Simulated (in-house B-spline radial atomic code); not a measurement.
# Sm⁶⁺: ionisation energy by several methods

One table from this session's results is given with a row withheld; the runs are named, their logs left out.

The numbers are computed with in-house B-spline radial atomic code version 1 (scalar-relativistic (X2C), several functionals, spin-polarised; spherical all-electron atom at the radial basis limit), except any that are marked as measured or tabulated.

## The atom as given

| Property | Result |
| --- | --- |
| element | samarium (Z = 62) |
| charge | +6 |
| electrons | 56 |
| configuration | [Kr] 4d10 4f4 5s2 5p4 |
| nucleus | Fermi, rms radius 5.082 fm |

Outer shells as boxes (Hund's rule):

[Kr] 4d10 4f4 5s2 5p4
```
[Kr] core
4d [↑↓][↑↓][↑↓][↑↓][↑↓]
4f [↑ ][↑ ][↑ ][↑ ][  ][  ][  ]
5s [↑↓]
5p [↑↓][↑ ][↑ ]
```

Where spins are not typed, each open shell is filled with up spins first.

The first run:

Input settings:

```ini
Z = 62
electrons = 56.0
configuration = [Kr] 4d10 4f4 5s2 5p4
hamiltonian = x2c
method = pw91,pw91
spin_polarised = True
nucleus = fermi
rms_radius = 5.0819
mass_number = 152
atomic_mass = 151.919738646
speed_of_light = 137.035999084
```

Among the steps run: PW91, a GGA; TPSS, a meta-GGA; OLYP, a GGA; LDA (VWN5); RPBE, a GGA; BP86, a GGA.

One of the session's tables, all rows but one given; the rest of the session is left out.

| method | ΔSCF (eV) |
| --- | --- |
| LDA (VWN5) | ? |
| PW91 | 98.555 |
| OLYP | 98.056 |
| RPBE | 98.143 |
| BP86 | 98.706 |
| TPSS | 98.194 |

**Question.** Estimate the row for LDA (VWN5).

The run gave: ΔSCF (eV): 99.138. In the column «ΔSCF (eV)» it is the highest.
